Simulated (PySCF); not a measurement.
# GaH3O2 (SMILES [OH][GaH][OH]): MP2/6-31G(d) (spherical functions)

What is the vertical ionisation energy of GaH3O2 at MP2/6-31G* (spherical functions)? The job is set up through a Python script.

Program for the calculation: PySCF 2.14.0.

### Step 1. The structure to begin with

GaH3O2: 6 atoms, total charge 0, spin state singlet. SMILES: `[OH][GaH][OH]`. The shape comes from GFN2-xTB, which is rough for such elements, and wasn't checked as a minimum. This is one conformer, not always the lowest.

Bond lengths: O1–Ga2 1.729 Å, Ga2–O3 1.718 Å, O1–H4 0.953 Å, Ga2–H5 1.506 Å, O3–H6 0.956 Å. Angles: O1–Ga2–O3 117.3°, O1–Ga2–H5 128.7°, O3–Ga2–H5 114.0°, Ga2–O1–H4 133.8°, Ga2–O3–H6 129.0°.

### Step 2. A single-point energy at MP2/6-31G(d) (spherical functions)

input.xyz reads:

```xyz
6

O     -1.254040    -0.563290    -0.429550
Ga     0.154520     0.409590    -0.188950
O      1.305530    -0.139690     0.962070
H     -2.019770    -0.487170    -0.991090
H      0.530990     1.703340    -0.861870
H      1.282770    -0.922790     1.509390
```

run.py reads:

```python
# [OH][GaH][OH]
from pyscf import gto, mp

system = gto.M(
    atom='input.xyz',
    spin=0,
    basis='6-31g*',
    verbose=4,
    max_memory=1860,
)

mf = system.RHF()
mf.conv_tol = 1e-10
mf.kernel()
if not mf.converged:
    mf = mf.newton().run(mf.mo_coeff, mf.mo_occ)

pt = mp.MP2(mf, frozen=11).run()
etot = pt.e_tot
print('E = %.10f Eh' % etot)
```

Started as:

```bash
$ OMP_NUM_THREADS=1 python run.py
```

Standard output:

```text
PySCF version 2.14.0

[... 60 lines left out ...]
converged SCF energy = -2074.4613248338
[... 1 line left out ...]
******** <class 'pyscf.mp.mp2.RMP2'> ********
nocc = 14, nmo = 55
frozen orbitals 11
E(RMP2) = -2075.0614741198  E_corr = -0.600149286007348
E(SCS-RMP2) = -2075.02793221051  E_corr = -0.566607376715931
E_corr(same-spin) = -0.177198192107178
E_corr(oppo-spin) = -0.422951093900171
E = -2075.0614741198 Eh
```

It took 1.5 s on 1 thread of Arm Neoverse V1, shared host; peak memory 0.15 GiB.

### Step 3. The doublet cation, same level

job.py reads:

```python
from pyscf import gto, mp

mol = gto.Mole()
mol.atom = '''
O     -1.254040    -0.563290    -0.429550
Ga     0.154520     0.409590    -0.188950
O      1.305530    -0.139690     0.962070
H     -2.019770    -0.487170    -0.991090
H      0.530990     1.703340    -0.861870
H      1.282770    -0.922790     1.509390
'''
mol.charge = 1
mol.basis = '6-31g*'
mol.verbose = 3
mol.max_memory = 1860
mol.spin = 1
mol.build()

mf = mol.UHF()
mf.conv_tol = 1e-10
mf.kernel()
if not mf.converged:
    mf = mf.newton().run(mf.mo_coeff, mf.mo_occ)

pt = mp.MP2(mf, frozen=11).run()
e_tot = pt.e_tot
print('E = %.10f Eh' % e_tot)
```

Started as:

```bash
$ OMP_NUM_THREADS=1 python job.py
```

Standard output:

```text
converged SCF energy = -2074.08151701972  <S^2> = 0.77006248  2S+1 = 2.0199629
E(UMP2) = -2074.63369092234  E_corr = -0.552173902626855
E(SCS-UMP2) = -2074.60377274033  E_corr = -0.522255720613316
E = -2074.6336909223 Eh
```

Run time: 2.5 s. Hardware: 1 thread of Arm Neoverse V1, shared host; peak memory 0.15 GiB.

### Step 4. What came out

Level: MP2/6-31G* (spherical functions), 11 core orbitals frozen.

| quantity | value |
| --- | --- |
| singlet GaH3O2: total energy | -2075.06147 Eh |
| singlet GaH3O2: dipole moment (Hartree–Fock density) | 1.72 D |
| singlet GaH3O2: HOMO energy (Hartree–Fock orbitals) | -12.46 eV |
| singlet GaH3O2: LUMO energy (Hartree–Fock orbitals) | 2.38 eV |
| singlet GaH3O2: HOMO–LUMO gap (Hartree–Fock orbitals) | 14.84 eV |
| singlet GaH3O2: correlation energy (11 core orbitals frozen) | -600.1 mEh |
| doublet cation: total energy | -2074.63369 Eh |
| doublet cation: HOMO energy (Hartree–Fock orbitals) (highest over α and β) | -18.45 eV |
| doublet cation: LUMO energy (Hartree–Fock orbitals) (lowest over α and β) | -8.13 eV |
| doublet cation: correlation energy (11 core orbitals frozen) | -552.2 mEh |
| doublet cation: ⟨S²⟩ of the reference determinant | 0.770 |
| vertical ionisation energy (to the doublet cation) | 11.641 eV |

What this shows: The vertical ionisation energy comes to 11.64 eV (268 kcal/mol). Mulliken charges (singlet GaH3O2) of the mean-field density run from -0.98 on O1 to +1.00 on Ga2; they depend strongly on the basis.
